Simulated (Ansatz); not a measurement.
# CH₅ClIInSiTe: how energies converge with the basis set

One table from this session's results is given with a row withheld; the runs are named, their logs left out.

Computed with Ansatz 0.2.0, Gaussian basis. Level: one geometry, several basis sets.

The runs, in order: PBE0-D4/def2-SVP; ωB97M-V/def2-SVP; PBE0-D4/def2-QZVPP; ωB97M-V/def2-QZVPP; the functionals' def2-TZVPP values are taken from earlier runs.

## The geometry

The geometry comes from an earlier relaxation with PBE0-D4 in a triple-zeta def2 set; it is a stationary point, not always the lowest conformer. In, Te, I take the def2 core potential; no spin-orbit term is included.

SMILES `[SiH3][CH](Cl)[In]([TeH])[I]`, 11 atoms, charge 0, spin multiplicity 1.

Atoms are counted from 1 here; the program's logs count them from 0.

Bond lengths: Si1–C2 1.877 Å, Si1–H7 1.485 Å, Si1–H8 1.487 Å, Si1–H9 1.486 Å, C2–Cl3 1.789 Å, C2–In4 2.174 Å, C2–H10 1.092 Å, In4–Te5 2.668 Å, In4–I6 2.667 Å, Te5–H11 1.660 Å. Angles: C2–Si1–H7 110.7°, C2–Si1–H8 108.0°, C2–Si1–H9 108.8°, H7–Si1–H8 110.3°, H7–Si1–H9 109.6°, H8–Si1–H9 109.4°, Si1–C2–Cl3 109.7°, Si1–C2–In4 112.8°, Si1–C2–H10 110.9°, Cl3–C2–In4 109.6°, Cl3–C2–H10 107.4°, In4–C2–H10 106.3°, C2–In4–Te5 124.1°, C2–In4–I6 117.2°, Te5–In4–I6 118.7°, In4–Te5–H11 88.5°.

As a file:

```mol
CH5ClIInSiTe
  3D, bonds by distance, orders not assigned

 11 10  0  0  0  0  0  0  0  0999 V2000
    0.7720   -0.7070    1.5433 Si  0  0
    0.2681   -0.7932   -0.2632 C   0  0
    1.6986   -0.5189   -1.3025 Cl  0  0
   -1.2874    0.6382   -0.7727 In  0  0
   -0.9436    2.6919   -2.4416 Te  0  0
   -3.6746    0.2998    0.3669 I   0  0
    1.8610   -1.6748    1.8311 H   0  0
   -0.4243   -1.0169    2.3704 H   0  0
    1.2382    0.6707    1.8457 H   0  0
   -0.1300   -1.7802   -0.5093 H   0  0
    0.6220    2.1903   -2.6681 H   0  0
  1  2  8  0
  2  3  8  0
  2  4  8  0
  4  5  8  0
  4  6  8  0
  1  7  8  0
  1  8  8  0
  1  9  8  0
  2 10  8  0
  5 11  8  0
M  END
```

The first run:

The input, in.yaml:

```yaml
crystal:
  periodic: [false, false, false]
  atoms:
    - {symbol: Si, position_ang: [0.771962, -0.706974, 1.543293]}
    - {symbol: C, position_ang: [0.268081, -0.793191, -0.263167]}
    - {symbol: Cl, position_ang: [1.698569, -0.518909, -1.302522]}
    - {symbol: In, position_ang: [-1.287354, 0.638216, -0.772746]}
    - {symbol: Te, position_ang: [-0.943635, 2.691861, -2.441594]}
    - {symbol: I, position_ang: [-3.674586, 0.299825, 0.366912]}
    - {symbol: H, position_ang: [1.860968, -1.674770, 1.831123]}
    - {symbol: H, position_ang: [-0.424272, -1.016865, 2.370407]}
    - {symbol: H, position_ang: [1.238205, 0.670656, 1.845730]}
    - {symbol: H, position_ang: [-0.129959, -1.780198, -0.509302]}
    - {symbol: H, position_ang: [0.622031, 2.190349, -2.668135]}
basis:
  gaussian: {orbitals: def2-SVP}
hamiltonian: {xc: pbe0, dispersion: d4}
output: {orbitals: {seedname: orbitals}}
```

Launch:

```bash
> ansatz run in.yaml --threads 2 --pin off --events-out ev --progress --plain --max-ram 22528MiB --backend cpu
```

Steps of the session up to this table: PBE0-D4 in def2-SVP; ωB97M-V in def2-SVP; PBE0-D4 in def2-QZVPP; ωB97M-V in def2-QZVPP.

One table of the session follows, with a row left open; its other results are not shown here.

It belongs to the step «Functionals by basis». 

```
functional       basis  HOMO (eV)  LUMO (eV)
   PBE0-D4    def2-SVP      -6.89      -1.92
   PBE0-D4  def2-TZVPP      -6.96      -2.01
   PBE0-D4  def2-QZVPP      -6.98      -2.04
   ωB97M-V    def2-SVP      -8.91      -0.19
   ωB97M-V  def2-TZVPP      -9.02      -0.31
   ωB97M-V  def2-QZVPP          ?          ?
```

Q: Estimate the row for ωB97M-V, def2-QZVPP from the others.

**Answer.** HOMO (eV): -9.03; LUMO (eV): -0.38. In the column «HOMO (eV)» it is the lowest.
